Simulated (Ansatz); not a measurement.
# SnN4H8: up Jacob's ladder to CCSD(T)

How much do the methods differ for SnN4H8? The plan is to run it at one geometry with functionals of several rungs and with coupled cluster, and see how far each lands from CCSD(T) at the basis-set limit for the atomisation energy.

Program: Ansatz 0.2.0, Gaussian basis. Level of theory: functionals in def2-TZVPP, the program's frozen cores in correlated methods. These are calculated values, not measurements.

Levels to be run: LDA (SPW92), PBE-D4, revPBE-D4, BLYP-D4, r2SCAN-D4, B97M-V, PBE0-D4, B3LYP-D4, r2SCANh-D4, r2SCAN0-D4, HSE06-D4, BHLYP-D4, CAM-B3LYP-D4, LC-ωPBE, ωB97X-V, ωB97M-V, B2PLYP, PBE-QIDH; CCSD(T)/def2-SVP; CCSD(T)/def2-TZVPP; MP2/def2-QZVPP; extrapolation to the limit; RPA on PBE.

## 1. The relaxed structure

An earlier PBE0-D4 in a triple-zeta def2 set relaxation fixed the geometry. Sn takes the def2 core potential; no spin-orbit term is included.

SMILES `[NH2][Sn]([NH2])([NH2])[NH2]`, 13 atoms, charge 0, spin multiplicity 1.

Atoms are counted from 1 here; the program's logs count them from 0.

Bond lengths: N1–Sn2 2.019 Å, N1–H6 1.011 Å, N1–H7 1.011 Å, Sn2–N3 2.019 Å, Sn2–N4 2.019 Å, Sn2–N5 2.019 Å, N3–H8 1.011 Å, N3–H9 1.011 Å, N4–H10 1.011 Å, N4–H11 1.011 Å, N5–H12 1.011 Å, N5–H13 1.011 Å. Angles: Sn2–N1–H6 114.2°, Sn2–N1–H7 114.2°, H6–N1–H7 108.4°, N1–Sn2–N3 102.5°, N1–Sn2–N4 124.5°, N1–Sn2–N5 102.5°, N3–Sn2–N4 102.5°, N3–Sn2–N5 124.5°, N4–Sn2–N5 102.5°, Sn2–N3–H8 114.2°, Sn2–N3–H9 114.2°, H8–N3–H9 108.4°, Sn2–N4–H10 114.2°, Sn2–N4–H11 114.2°, H10–N4–H11 108.4°, Sn2–N5–H12 114.2°, Sn2–N5–H13 114.2°, H12–N5–H13 108.4°.

## 2. LDA

This LDA is Slater exchange with PW92 correlation.

Contents of in.yaml:

```yaml
crystal:
  periodic: [false, false, false]
  atoms:
    - {symbol: N, position_ang: [-2.000004, 0.174404, 0.195048]}
    - {symbol: Sn, position_ang: [0.001648, -0.002705, 0.001112]}
    - {symbol: N, position_ang: [0.407227, -1.634272, 1.118723]}
    - {symbol: N, position_ang: [0.949819, -0.412899, -1.733320]}
    - {symbol: N, position_ang: [0.649310, 1.862020, 0.424077]}
    - {symbol: H, position_ang: [-2.401690, 0.935100, -0.336660]}
    - {symbol: H, position_ang: [-2.513161, -0.670108, -0.019855]}
    - {symbol: H, position_ang: [1.390590, -1.863604, 1.175114]}
    - {symbol: H, position_ang: [0.034951, -1.595435, 2.058217]}
    - {symbol: H, position_ang: [0.717170, -1.313889, -2.129285]}
    - {symbol: H, position_ang: [0.826635, 0.290843, -2.449048]}
    - {symbol: H, position_ang: [0.302584, 2.232235, 1.299005]}
    - {symbol: H, position_ang: [1.655422, 1.963610, 0.411771]}
basis:
  gaussian: {orbitals: def2-TZVPP}
hamiltonian: {xc: lda}
output: {orbitals: {seedname: orbitals}}
```

Run with:

```
$ ansatz run in.yaml --threads 2 --pin off --events-out ev --progress --plain --max-ram 32768MiB --backend cuda --devices 0, --max-vram 18GiB
```

After this run come: PBE-D4 (GGA); revPBE-D4 (GGA); BLYP-D4 (GGA); r2SCAN-D4 (meta-GGA); B97M-V (meta-GGA); PBE0-D4 (hybrid); B3LYP-D4 (hybrid); r2SCANh-D4 (hybrid); r2SCAN0-D4 (hybrid); HSE06-D4 (hybrid); BHLYP-D4 (hybrid); CAM-B3LYP-D4 (range-separated); LC-ωPBE (range-separated); ωB97X-V (range-separated); ωB97M-V (range-separated); B2PLYP (double hybrid); PBE-QIDH (double hybrid); CCSD(T) in def2-SVP; CCSD(T) in def2-TZVPP; MP2 in def2-QZVPP; RPA on PBE orbitals.

Before running them: what should the planned runs give, taken together? Wanted: atomisation energy, CCSD(T)/CBS; farthest beyond LDA; mean size of error, GGA; mean size of error, meta-GGA; mean size of error, hybrid; mean size of error, range-separated; mean size of error, double hybrid; gap, smallest and largest; T1 diagnostic.

**Answer**, as computed:

| quantity | value |
| --- | --- |
| atomisation energy, CCSD(T)/CBS | 4206.1 kJ/mol |
| functionals within 42.1 kJ/mol (1.0 %) | BLYP-D4, B97M-V, B3LYP-D4, CAM-B3LYP-D4, ωB97X-V, ωB97M-V |
| farthest beyond LDA | BHLYP-D4 (-190.8 kJ/mol) |
| mean size of error, GGA | 46.7 kJ/mol |
| mean size of error, meta-GGA | 60.2 kJ/mol |
| mean size of error, hybrid | 104.9 kJ/mol |
| mean size of error, range-separated | 20.6 kJ/mol |
| mean size of error, double hybrid | 102.4 kJ/mol |
| gap, smallest and largest | 4.18 eV (BLYP-D4), 11.68 eV (LC-ωPBE) |
| T1 diagnostic | 0.0119 |
| triples share of the correlation energy | 3.6 % |

**Reading.** The LDA atomisation energy is off by 633.1 kJ/mol (15 %): it overbinds. PBE-D4 misses by +60.5 kJ/mol. Double hybrids carry the basis error of their MP2 part in triple zeta, and no dispersion term here, so their miss is partly the set-up's. By mean error the best rung here is range-separated (20.6 kJ/mol) and the worst beyond LDA is hybrid (104.9 kJ/mol). The mean of the hybrids holds BHLYP, with half exact exchange. The reference freezes the cores and leaves out spin-orbit coupling and excitations past (T), and its outer-core shells are covered unevenly, so misses under about 42.1 kJ/mol can't be ranked. All levels share the lack of spin-orbit coupling, which lowers the free heavy atoms and so the true binding. Hartree-Fock recovers 62 % of the binding; the rest is correlation. CCSD(T) in def2-SVP is off by -458.8 kJ/mol, more than most functionals: a good method in a small basis is no reference. The gap grows from 4.2 to 11.7 eV across the functionals, mostly with the share of exact exchange. Correlated methods include outer-core shells of Sn, which these sets cover unevenly.
